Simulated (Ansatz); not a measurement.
Task: a single point from a YAML input of SrCaLaBiO₆, space group F-43m, with Ansatz's Python interface. Give the script and its output. Use: PBE, PAW, the default cutoff (420 eV here), 4×4×4 k-points, fixed occupations.

Contents of `input.yaml`:
```yaml
crystal:
  lattice:
    - [0.0, 4.270621, 4.270621]
    - [4.270621, 0.0, 4.270621]
    - [4.270621, 4.270621, 0.0]
  atoms:
    - { symbol: Sr, position: [0.25, 0.25, 0.25] }
    - { symbol: Ca, position: [0.5, 0.5, 0.5] }
    - { symbol: La, position: [0.75, 0.75, 0.75] }
    - { symbol: Bi, position: [0.0, 0.0, 0.0] }
    - { symbol: O, position: [0.756322, 0.243678, 0.243678] }
    - { symbol: O, position: [0.243678, 0.756322, 0.756322] }
    - { symbol: O, position: [0.756322, 0.756322, 0.243678] }
    - { symbol: O, position: [0.243678, 0.243678, 0.756322] }
    - { symbol: O, position: [0.243678, 0.756322, 0.243678] }
    - { symbol: O, position: [0.756322, 0.243678, 0.756322] }
kpoints:
  mp_grid: { kspacing: 0.4 }
hamiltonian:
  xc: pbe
scf:
  occupations: { method: fixed }
output:
  forces: true
  stress: true
  eigenvalues: true
```

`srcalabio6.py`
```python
"""Run a YAML input for SrCaLaBiO6 from Python."""

import json

import ansatz as az
import numpy as np
import pandas as pd


def main() -> None:
    planned = az.Session.from_deck("input.yaml").plan(threads=1, pin="off")
    result = planned.execute()
    rep = result.report

    for key in ("converged", "n_iterations", "n_electrons", "n_kpoints", "n_pw", "n_symmetry_ops", "free_energy_ev", "fermi_energy_ev"):
        print(f"{key:18s} {rep[key]}")

    # forces, one row an atom
    table = pd.DataFrame(rep["forces_ev_ang"], columns=["fx", "fy", "fz"])
    table.insert(0, "atom", [site["symbol"] for site in rep["lattice"]["sites"]])
    print(table.round(4).to_string())

    # the stress is positive in compression
    print("pressure by term (GPa)")
    for term, tensor in rep["stress_terms_gpa"].items():
        if np.any(tensor):
            print(f"  {term:28s} {np.trace(np.array(tensor)) / 3:12.3f}")
    print(f"  {'total':28s} {np.trace(np.array(rep['stress_gpa'])) / 3:12.3f}")

    used = rep["setup"]
    print("cutoffs (eV):", used["ecut_ev"], used["ecutrho_ev"], " FFT grid:", used["fft_dense"])
    print("cell volume {:.3f} A^3, {} symmetry operations".format(used["cell_volume_ang3"], used["n_sym_ops"]))

    keep = ["free_energy_ev", "energy_sigma0_ev", "fermi_energy_ev", "n_iterations", "converged", "magnetization_mub", "n_kpoints"]
    with open("srcalabio6.json", "w") as handle:
        json.dump({key: rep[key] for key in keep}, handle, indent=1)


if __name__ == "__main__":
    main()
```

```console
$ python srcalabio6.py
DeckWarning: basis.ecutwfc = 420 eV, auto-derived from the records' recommended cutoffs: set by Sr (normal level)
converged          True
n_iterations       7
n_electrons        82.0
n_kpoints          8
n_pw               3071
n_symmetry_ops     24
free_energy_ev     -27419.20469041668
fermi_energy_ev    8.404250950067851
  atom      fx      fy      fz
0   Sr -0.0000  0.0000 -0.0000
1   Ca -0.0000  0.0000  0.0000
2   La  0.0000 -0.0000 -0.0000
3   Bi -0.0000 -0.0000  0.0000
4    O -0.1933  0.0000  0.0000
5    O  0.1933 -0.0000  0.0000
6    O -0.0000 -0.0000  0.1933
7    O -0.0000  0.0000 -0.1933
8    O -0.0000 -0.1933  0.0000
9    O -0.0000  0.1933 -0.0000
pressure by term (GPa)
  kinetic                          1414.304
  hartree                           603.367
  ewald                           -1924.226
  local_pseudopotential             -27.342
  nonlocal_pseudopotential           67.497
  augmentation                      184.293
  nlcc                             -156.373
  xc                               -163.280
  augmentation_tail                  -0.005
  scf_correction                      0.001
  pulay_correction                    0.471
  total                              -1.291
cutoffs (eV): 420.0 1680.0  FFT grid: [45, 45, 45]
cell volume 155.777 A^3, 24 symmetry operations
```
(Warnings from the package without file and line, repeats left out.)

It writes `srcalabio6.json`:
```json
{
 "free_energy_ev": -27419.20469041668,
 "energy_sigma0_ev": -27419.20469041668,
 "fermi_energy_ev": 8.404250950067851,
 "n_iterations": 7,
 "converged": true,
 "magnetization_mub": 0.0,
 "n_kpoints": 8
}
```

Reading the output:
- Absolute energies stand on the zero of these potentials, so only differences at equal settings mean something. A total without «per atom» is that of the cell as typed.
- An absolute Fermi energy rests on an arbitrary zero of the periodic potential and has no direct meaning.
- Pressure is positive in compression.
- Spin-orbit coupling, which matters for elements this heavy, is left out.
- This cell is a computed structure, which may not be the phase found in nature.
- It ran for 6.9 s on 1 thread of Arm Neoverse V1, with other jobs on the host, peak memory 0.52 GiB.
